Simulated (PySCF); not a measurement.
# AlZn−: bond curves at several levels of theory

Aim: find the lowest electronic state of AlZn−, scan its bond at several levels of theory, and get bond length, wavenumber and dissociation energy from each curve.

Method: Al def2-SVPD, Zn def2-SVPD, no relativity; program: PySCF 2.14.0.

**1. Set-up**

A driver script around PySCF takes these settings:

```
atoms                         : Al, Zn
charge                        : -1
basis                         : Al def2-SVPD, Zn def2-SVPD
Hamiltonian                   : no relativity
basis functions               : 58
electrons treated             : 44
masses in u                   : 26.9815, 63.9291
levels                        : PBE0, PBE, r²SCAN, HSE06
grid                          : 80 radial by 434 angular points
occupations                   : held fixed by the projection of orbital angular momentum
dissociation limit            : Al− + Zn, each in its ground configuration
starting distance in angstrom : 2.485
values of 2S to try           : 0, 2
```

Started as:

```bash
> OMP_NUM_THREADS=1 python dia.py task.json out
```

After this run come: PBE0 along the bond; PBE; r²SCAN; HSE06 (range-separated hybrid).

**Question.** What will these runs give? Wanted: for each run, Re; ωe; De; μ.

**Answer**, as computed:

Lowest PBE0 solution found, without spin–orbit coupling: ³Σ⁻ (triplet), unpaired electrons π ↑↑.

```
 level  Re (Å)  ωe (cm⁻¹)  De (eV)  μ (D)
   PBE   2.472      247.5     1.56   3.57
r²SCAN   2.441      261.8     1.59   3.56
  PBE0   2.497      238.4     1.36   3.79
 HSE06   2.494      239.1     1.40   3.69
```

De is counted to Al− + Zn in their ground configurations. A positive dipole points from Al to Zn; in an ion it is taken about the centre of mass and does not tell which atom is negative.

**Reading.** Bond lengths run from 2.441 Å (r²SCAN) to 2.497 Å (PBE0). Of the levels with a De here, PBE0 gives the least (1.36 eV) and r²SCAN the most (1.59 eV).

With some functionals the highest level of the anion is positive, mostly a sign of self-interaction error; the finite basis then holds the extra electron, and no neutral molecule was run to test the binding.
